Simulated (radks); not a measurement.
# Polarisabilities and dispersion coefficients of B, B⁺, B²⁺ and others

An exercise on one series of results from a longer session: the logs are not shown, and one member is left open.

Method: non-relativistic Kohn-Sham, LB94 model potential, spin-polarised, spherical densities, point nucleus; open shells are filled with parallel spins first. Code: radks (a radial shooting solver on a logarithmic mesh, Libxc functionals) version 1.

**What is computed**

| Item | Value |
| --- | --- |
| species | B ([He] 2s2 2p1), B⁺ ([He] 2s2), B²⁺ ([He] 2s1), B³⁺ ([He]), B⁴⁺ (1s1) |

LB94 adds a gradient term to the LDA potential that gives it a −1/r tail. It is a model potential with no energy functional, so Etot and Exc are not given.

Set-up of the first run:

The run's settings:

```text
Z 5
configuration [He] 2s2 2p1
relativity non-relativistic
functional lda,pw
model_potential LB94
spin polarised
nucleus point
response adiabatic LDA kernel
```

Steps of the session up to this table: B, [He] 2s2 2p1; B⁺, [He] 2s2; B²⁺, [He] 2s1; B³⁺, [He]; B⁴⁺, 1s1.

One table of the session follows, with a row left open; its other results are not shown here.

| species | −ε(HOMO) (eV) | α (bohr³) | α uncoupled (bohr³) | C6 (hartree bohr⁶) | C8 (hartree bohr⁸) |
| --- | --- | --- | --- | --- | --- |
| B | 8.051 | 21.12 | 33.18 | 98.78 | - |
| B⁺ | ? | ? | ? | ? | ? |
| B²⁺ | 37.492 | 7.245 | 8.662 | 9.241 | 81.77 |
| B³⁺ | 251.55 | 0.02021 | 0.02110 | 0.002704 | 0.002737 |
| B⁴⁺ | 329.43 | 0.007469 | 0.007459 | 0.0004384 | 0.0003467 |

**Question.** Estimate the row for B⁺.

**Answer.** −ε(HOMO) (eV): 24.064; α (bohr³): 10.93; α uncoupled (bohr³): 21.33; C6 (hartree bohr⁶): 28.86; C8 (hartree bohr⁸): 540.6. In the column «−ε(HOMO) (eV)» it lies between B (8.051) and B²⁺ (37.492).

B is the most polarisable and B⁴⁺ the least, a factor 2828 apart. C8 is given only where no p, d or f shell is open.
